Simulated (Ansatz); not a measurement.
**BClH₆OSi₂: how energies converge with the basis set**

The task here is to estimate one member of a computed series from the others.

The runs use Ansatz 0.2.0, Gaussian basis; one geometry, several basis sets.

Plan: PBE0-D4/def2-SVP; ωB97M-V/def2-SVP; PBE0-D4/def2-QZVPP; ωB97M-V/def2-QZVPP; the functionals' def2-TZVPP values are taken from earlier runs.

## The relaxed structure

The geometry comes from an earlier relaxation with PBE0-D4 in a triple-zeta def2 set; it is a stationary point, not always the lowest conformer.

SMILES `B[SiH](Cl)O[SiH3]`, 11 atoms, charge 0, spin multiplicity 1.

Atoms are counted from 1 here; the program's logs count them from 0.

Bond lengths: B1–Si2 1.996 Å, B1–H6 1.194 Å, B1–H7 1.195 Å, Si2–Cl3 2.077 Å, Si2–O4 1.626 Å, Si2–H8 1.484 Å, O4–Si5 1.642 Å, Si5–H9 1.486 Å, Si5–H10 1.484 Å, Si5–H11 1.482 Å. Angles: Si2–B1–H6 120.4°, Si2–B1–H7 120.7°, H6–B1–H7 118.7°, B1–Si2–Cl3 98.9°, B1–Si2–O4 113.9°, B1–Si2–H8 118.2°, Cl3–Si2–O4 110.0°, Cl3–Si2–H8 106.3°, O4–Si2–H8 108.6°, Si2–O4–Si5 145.4°, O4–Si5–H9 110.1°, O4–Si5–H10 109.9°, O4–Si5–H11 107.6°, H9–Si5–H10 109.5°, H9–Si5–H11 109.8°, H10–Si5–H11 110.0°.

As a file:

| atom | x (Å) | y (Å) | z (Å) |
| --- | --- | --- | --- |
| B1 | -1.6749 | 1.7774 | 0.5504 |
| Si2 | -0.4550 | 0.6649 | -0.5715 |
| Cl3 | 1.1122 | 2.0125 | -0.7765 |
| O4 | 0.0665 | -0.6881 | 0.1638 |
| Si5 | 1.2273 | -1.8491 | 0.1934 |
| H6 | -1.5826 | 1.7627 | 1.7409 |
| H7 | -2.4384 | 2.5441 | 0.0443 |
| H8 | -0.8882 | 0.3194 | -1.9479 |
| H9 | 1.4605 | -2.3722 | -1.1778 |
| H10 | 2.4911 | -1.2866 | 0.7294 |
| H11 | 0.7469 | -2.9419 | 1.0720 |

Set-up of the first run:

File in.yaml:

```yaml
crystal:
  periodic: [false, false, false]
  atoms:
    - {symbol: B, position_ang: [-1.674870, 1.777426, 0.550378]}
    - {symbol: Si, position_ang: [-0.454982, 0.664878, -0.571506]}
    - {symbol: Cl, position_ang: [1.112240, 2.012513, -0.776484]}
    - {symbol: O, position_ang: [0.066458, -0.688082, 0.163813]}
    - {symbol: Si, position_ang: [1.227306, -1.849087, 0.193359]}
    - {symbol: H, position_ang: [-1.582645, 1.762691, 1.740949]}
    - {symbol: H, position_ang: [-2.438408, 2.544088, 0.044294]}
    - {symbol: H, position_ang: [-0.888191, 0.319368, -1.947852]}
    - {symbol: H, position_ang: [1.460530, -2.372187, -1.177833]}
    - {symbol: H, position_ang: [2.491135, -1.286575, 0.729375]}
    - {symbol: H, position_ang: [0.746926, -2.941933, 1.072008]}
basis:
  gaussian: {orbitals: def2-SVP}
hamiltonian: {xc: pbe0, dispersion: d4}
output: {orbitals: {seedname: orbitals}}
```

Among the steps run: PBE0-D4 in def2-SVP; ωB97M-V in def2-SVP; PBE0-D4 in def2-QZVPP; ωB97M-V in def2-QZVPP.

One table of the session follows, with a row left open; its other results are not shown here.

It belongs to the step «Density functionals: the series». 

```
functional       basis  HOMO (eV)  LUMO (eV)
   PBE0-D4    def2-SVP      -8.06      -2.57
   PBE0-D4  def2-TZVPP      -8.16      -2.65
   PBE0-D4  def2-QZVPP      -8.18      -2.67
   ωB97M-V    def2-SVP     -10.19      -0.49
   ωB97M-V  def2-TZVPP          ?          ?
   ωB97M-V  def2-QZVPP     -10.35      -0.73
```

Q: Estimate the row for ωB97M-V, def2-TZVPP from the others.

The run gave: HOMO (eV): -10.32; LUMO (eV): -0.67. In the column «HOMO (eV)» it lies between ωB97M-V, def2-QZVPP (-10.35) and ωB97M-V, def2-SVP (-10.19).
